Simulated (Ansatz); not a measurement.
# TiRh: response to strain

TiRh is deformed so: zz strain of -2 %. What stress and forces result, by LAPW, PAW and all-electron datasets made for the crystal?

Computed with Ansatz 0.2.0 (DFT PBEsol, scalar-relativistic, unless a step's input says otherwise).

### Step 1. The system as given

It takes space group P4/mmm (No. 123, tetragonal). Conventional cell: a = 2.988 Å, b = 2.988 Å, c = 3.350 Å, α = 90.00°, β = 90.00°, γ = 90.00°. Ti (site symmetry 4/mmm) has 8 Rh at 2.70 Å and 4 Ti at 2.99 Å as nearest neighbours. Rh (site symmetry 4/mmm) has 8 Ti at 2.70 Å and 4 Rh at 2.99 Å as nearest neighbours.

Structure file:

```
Ti Rh
1.0
     2.98800    0.00000    0.00000
     0.00000    2.98800    0.00000
     0.00000    0.00000    3.35000
Ti Rh
1 1
Direct
  0.50000 0.50000 0.50000
  0.00000 0.00000 0.00000
```

Atoms are numbered in the order of the input: Ti1, Rh2.

### Step 2. After the deformation

Space group P4/mmm before, P4/mmm after.

### Step 3. All-electron LAPW

Contents of input.yaml:

```yaml
crystal:
  lattice:
    - [2.988, 0.0, 0.0]
    - [0.0, 2.988, 0.0]
    - [0.0, 0.0, 3.283]
  atoms:
    - { symbol: Ti, position: [0.5, 0.5, 0.5] }
    - { symbol: Rh, position: [0.0, 0.0, 0.0] }
kpoints:
  mp_grid: { grid: [11, 11, 10] }
  band_path:
    path:
      - [0.0, 0.0, 0.0]
      - [0.0, 0.5, 0.0]
      - [0.5, 0.5, 0.0]
      - [0.0, 0.0, 0.0]
      - [0.0, 0.0, 0.5]
      - [0.0, 0.5, 0.5]
      - [0.5, 0.5, 0.5]
      - [0.0, 0.0, 0.5]
      - [0.0, 0.5, 0.0]
    npoints: 5
scf:
  occupations: { method: fermi_dirac, width: 0.05 }
hamiltonian:
  xc: pbesol
  pseudopotentials: { kind: all_electron, lapw: { basis_error: 0.001 } }
output:
  forces: true
  stress: true
  eigenvalues: true
```

On the command line:

```
$ ansatz run input.yaml --threads 1 --pin off --max-ram 3072MiB --backend cpu --events-out ev --progress --plain --runs-dir out
```

### Step 4. PAW with frozen cores

Contents of input.yaml:

```yaml
crystal:
  lattice:
    - [2.988, 0.0, 0.0]
    - [0.0, 2.988, 0.0]
    - [0.0, 0.0, 3.283]
  atoms:
    - { symbol: Ti, position: [0.5, 0.5, 0.5] }
    - { symbol: Rh, position: [0.0, 0.0, 0.0] }
kpoints:
  mp_grid: { grid: [11, 11, 10] }
scf:
  occupations: { method: fermi_dirac, width: 0.05 }
hamiltonian:
  xc: pbesol
  pseudopotentials: { kind: paw }
output:
  forces: true
  stress: true
  eigenvalues: true
  efg: { contact_densities: true }
```

### Step 5. Datasets made for this crystal

input.yaml, as its differences from that of step 4:

```diff
@@ -14,3 +14,3 @@
   xc: pbesol
-  pseudopotentials: { kind: paw }
+  pseudopotentials: { kind: all_electron, datasets: crystal }
 output:
```

(Steps that only read results are left out.)

**Question.** What will these runs give? Wanted: pressure; largest shear or deviatoric stress.

The runs gave:

| quantity | value |
| --- | --- |
| pressure | LAPW -2.81, PAW -2.80, crystal datasets -2.81 GPa |
| largest shear or deviatoric stress (LAPW) | 3.16 GPa |

**Reading.** The largest part of the stress beyond the pressure is 3.16 GPa in size, in the zz component; the atoms are carried along and not relaxed. No run of the undeformed cell stands beside it, so the pressure holds what the given cell had before the change. PAW: stress within 0.01 GPa of LAPW. Crystal datasets: stress within 0.01 GPa of LAPW.
